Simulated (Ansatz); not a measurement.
# Ga: an axial (c/a) deformation path

An exercise on one series of results from a longer session: the logs are not shown, and one member is left open.

Computed with Ansatz 0.2.0 (DFT PBEsol, scalar-relativistic, plane waves, PAW, unless a step's input says otherwise).

### Starting point

Symmetry: Cmcm, No. 63, orthorhombic system. Conventional cell: a = 2.900 Å, b = 8.130 Å, c = 3.170 Å, α = 90.00°, β = 90.00°, γ = 90.00°. Ga (site symmetry m2m) is surrounded by 8 Ga at 2.68 to 2.90 Å.

Structure file:

```xyz
2
Lattice="1.4500 -4.0650 0.0000 1.4500 4.0650 0.0000 0.0000 0.0000 3.1700" Properties=species:S:1:pos:R:3 pbc="T T T"
Ga    1.4500   -2.9837    0.7925
Ga    1.4500    2.9837    2.3775
```

The cell is taken as given, not relaxed at this level.

The first run:

Input file input.yaml:

```yaml
crystal:
  lattice:
    - [1.45, -4.065, 0.0]
    - [1.45, 4.065, 0.0]
    - [0.0, 0.0, 3.17]
  atoms:
    - { symbol: Ga, position: [0.867, 0.133, 0.25] }
    - { symbol: Ga, position: [0.133, 0.867, 0.75] }
basis:
  ecutwfc: 420
kpoints:
  mp_grid: { grid: [20, 20, 16] }
hamiltonian:
  xc: pbesol
scf:
  occupations: { method: gaussian, width: 0.15 }
output:
  forces: true
  stress: true
  eigenvalues: true
  write_density: true
  write_potential: true
  elf: true
  volumetric_format: npy
```

Run with:

```console
$ ansatz run input.yaml --threads 1 --pin off --max-ram 2560MiB --backend cpu --events-out ev --progress --plain --runs-dir out
```

Among the steps run: The reference: the undisturbed cell on the scan's mesh; ρ = 0.850; Point ρ = 1.200; Point ρ = 0.920; Point ρ = 1.100; ρ = 0.960; ρ = 1.050; At ρ = 0.800; At ρ = 1.300.

One table of the session follows, with a row left open; its other results are not shown here.

Collected from the runs (energy zero: the undisturbed cell):

| ρ | ΔE (meV/atom) | pressure (GPa) |
| --- | --- | --- |
| 0.800 | 51.8 | -0.1 |
| 0.850 | 34.8 | -0.7 |
| 0.920 | 15.9 | -1.4 |
| 0.960 | 7.3 | -1.7 |
| 1.000 | 0.0 | -1.9 |
| 1.050 | -6.3 | -2.1 |
| 1.100 | -8.8 | -2.2 |
| 1.200 | ? | ? |
| 1.300 | 15.0 | -1.3 |

Estimate the missing values for ρ = 1.200.

Worked estimate for «ΔE (meV/atom)». A straight line through the neighbours (1.100, -8.8) and (1.300, 15.0) gives -8.8 + (15.0 + 8.8) × (1.200 − 1.100) / (1.300 − 1.100) = 3.1; a parabola fitted to 3 rows on both sides gives -3.7.

**Answer.** ΔE (meV/atom): -0.1; pressure (GPa): -1.8. In «ΔE (meV/atom)» the line misses by +3.2 and the parabola by -3.6.
